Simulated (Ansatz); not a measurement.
**CH4BClSn: small, medium and large basis sets**

An exercise on one series of results from a longer session: the logs are not shown, and one member is left open.

Computed with Ansatz 0.2.0, Gaussian basis. Level: one geometry, several basis sets.

Levels to be run: PBE0-D4/def2-SVP; ωB97M-V/def2-SVP; PBE0-D4/def2-QZVPP; ωB97M-V/def2-QZVPP; the functionals' def2-TZVPP values are taken from earlier runs.

### The geometry

All runs share one geometry, relaxed beforehand with PBE0-D4 in a triple-zeta def2 set. Sn takes the def2 core potential; no spin-orbit term is included.

8 atoms, charge 0, spin multiplicity 1.

Atoms are counted from 1 here; the program's logs count them from 0.

Bond lengths: Cl1–Sn2 2.629 Å, Cl1–B3 1.985 Å, Sn2–B3 2.396 Å, Sn2–C4 2.183 Å, Sn2–H5 2.063 Å, B3–C4 1.581 Å, B3–H5 1.322 Å, B3–H6 1.197 Å, C4–H7 1.092 Å, C4–H8 1.087 Å. Angles: Sn2–Cl1–B3 60.7°, Cl1–Sn2–B3 46.2°, Cl1–Sn2–C4 70.2°, Cl1–Sn2–H5 63.8°, B3–Sn2–C4 40.0°, B3–Sn2–H5 33.4°, C4–Sn2–H5 67.4°, Cl1–B3–Sn2 73.1°, Cl1–B3–C4 102.4°, Cl1–B3–H5 97.5°, Cl1–B3–H6 111.5°, Sn2–B3–C4 62.7°, Sn2–B3–H5 59.3°, Sn2–B3–H6 162.1°, C4–B3–H5 108.4°, C4–B3–H6 129.8°, H5–B3–H6 102.8°, Sn2–C4–B3 77.3° and more.

Coordinates:

```mol
CH4BClSn
  3D, bonds by distance, orders not assigned

  8 10  0  0  0  0  0  0  0  0999 V2000
   -1.5675    1.2989   -0.1033 Cl  0  0
    0.0403    0.2205   -1.8813 Sn  0  0
    0.1436    0.4920    0.4972 B   0  0
    0.0366   -0.9831   -0.0604 C   0  0
    0.9468    1.1797   -0.2956 H   0  0
    0.4520    0.8785    1.5873 H   0  0
    0.9204   -1.6130    0.0581 H   0  0
   -0.8802   -1.5306    0.1420 H   0  0
  1  2  8  0
  1  3  8  0
  2  3  8  0
  2  4  8  0
  2  5  8  0
  3  4  8  0
  3  5  8  0
  3  6  8  0
  4  7  8  0
  4  8  8  0
M  END
```

Set-up of the first run:

in.yaml

```yaml
crystal:
  periodic: [false, false, false]
  atoms:
    - {symbol: Cl, position_ang: [-1.567472, 1.298925, -0.103281]}
    - {symbol: Sn, position_ang: [0.040301, 0.220533, -1.881263]}
    - {symbol: B, position_ang: [0.143640, 0.492025, 0.497205]}
    - {symbol: C, position_ang: [0.036625, -0.983127, -0.060365]}
    - {symbol: H, position_ang: [0.946843, 1.179670, -0.295581]}
    - {symbol: H, position_ang: [0.451985, 0.878538, 1.587255]}
    - {symbol: H, position_ang: [0.920354, -1.613009, 0.058120]}
    - {symbol: H, position_ang: [-0.880174, -1.530553, 0.142011]}
basis:
  gaussian: {orbitals: def2-SVP}
hamiltonian: {xc: pbe0, dispersion: d4}
output: {orbitals: {seedname: orbitals}}
```

Command:

```sh
> ansatz run in.yaml --threads 2 --pin off --events-out ev --progress --plain --max-ram 4352MiB
```

Steps of the session up to this table: PBE0-D4 in def2-SVP; ωB97M-V in def2-SVP; PBE0-D4 in def2-QZVPP; ωB97M-V in def2-QZVPP.

One table of the session follows, with a row left open; its other results are not shown here.

It belongs to the step «Density functionals: the series». 

| functional | basis | HOMO (eV) | LUMO (eV) |
| --- | --- | --- | --- |
| PBE0-D4 | def2-SVP | -6.58 | -2.08 |
| PBE0-D4 | def2-TZVPP | -6.59 | -2.14 |
| PBE0-D4 | def2-QZVPP | -6.60 | -2.15 |
| ωB97M-V | def2-SVP | -8.61 | -0.31 |
| ωB97M-V | def2-TZVPP | -8.65 | -0.46 |
| ωB97M-V | def2-QZVPP | ? | ? |

Q: Estimate the row for ωB97M-V, def2-QZVPP from the others.

**Answer.** HOMO (eV): -8.66; LUMO (eV): -0.52. In the column «HOMO (eV)» it is the lowest.
